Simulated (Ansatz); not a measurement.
# Ni (Nickel): the cost of one run

All numbers are computed with the Python package of Ansatz 0.2.0. The levels of theory stand in the script.

### Step 1. The structure

The structure is cubic, space group Fm-3m (No. 225). Conventional cell: a = 3.524 Å, b = 3.524 Å, c = 3.524 Å, α = 90.00°, β = 90.00°, γ = 90.00°. Ni (site symmetry m-3m) is surrounded by 12 Ni at 2.49 Å.

Input file ni.extxyz:

```xyz
1
Lattice="0.0 1.761935 1.761935 1.761935 0.0 1.761935 1.761935 1.761935 0.0" Properties=species:S:1:pos:R:3:initial_magmoms:R:1 pbc="T T T"
Ni    0.00000000    0.00000000    0.00000000  1.50
```

### Step 2. The script

The input, lattice.py:

```python
"""Relaxed cell of Ni under several functionals."""

import ansatz as az
import numpy as np

KGRID = (15, 15, 15)
FILLING = "fermi_dirac"
SIGMA = 0.05
SCF_TOL = 1e-10
FMAX = 0.01

def edges_and_angles(cell):
    cell = np.asarray(cell)
    a, b, c = np.linalg.norm(cell, axis=1)
    cosines = cell[1] @ cell[2] / (b * c), cell[0] @ cell[2] / (a * c), cell[0] @ cell[1] / (a * b)
    return (a, b, c, *np.degrees(np.arccos(cosines)))


def main() -> None:
    cell = az.Crystal.from_extxyz("ni.extxyz")

    base = (
        cell.calculation()
        .kpoints(*KGRID, center="gamma")
        .occupations(FILLING, width=SIGMA)
        .spin(az.SpinTreatment.COLLINEAR)
        .scf(tolerance=SCF_TOL)
        .relax(cell=True, force_tolerance=FMAX)
    )

    levels = [("lda", "none"), ("revpbe", "d3bj"), ("r2scan", "rvv10")]
    print("level            a       b       c    alpha   beta  gamma  V/atom  steps")
    for name, dispersion in levels:
        seen = []
        run = base.functional(name, dispersion=dispersion).session().plan()
        out = run.execute(on_event=lambda e: seen.append(e) if e["event"] == "relax_step" else None)
        cell = out.lattice.cell_ang
        label = name if dispersion == "none" else f"{name}+{dispersion}"
        print("{:13s} {:7.4f} {:7.4f} {:7.4f} {:6.2f} {:6.2f} {:6.2f}".format(label, *edges_and_angles(cell)), f"{abs(np.linalg.det(cell)) / len(out.lattice.sites):7.3f} {len(seen):5d}")


if __name__ == "__main__":
    main()
```

### Step 3. What the engine is handed

The engine receives this input (first run):

```yaml
crystal:
  lattice:
    - [0.0, 1.761935, 1.761935]
    - [1.761935, 0.0, 1.761935]
    - [1.761935, 1.761935, 0.0]
  atoms:
    - { symbol: Ni, position: [0.0, 0.0, 0.0], spin: 1.5 }
kpoints:
  mp_grid:
    grid: [15, 15, 15]
    shift: [0.0, 0.0, 0.0]
hamiltonian:
  xc: lda
  dispersion: none
magnetization:
  spin_polarized: true
scf:
  convergence:
    dr2_threshold: 1.0e-10
  occupations:
    method: fermi_dirac
    width: 0.05
relax:
  f_tol: 0.01
  cell: {}
```

### Step 4. Running it

Started as:

```sh
> python lattice.py
```

**Question.** How long does this script take on 1 thread of Intel Xeon 6975P-C (Granite Rapids), shared host, and how much memory does it need?

About 53 s, with a peak of 0.51 GiB.
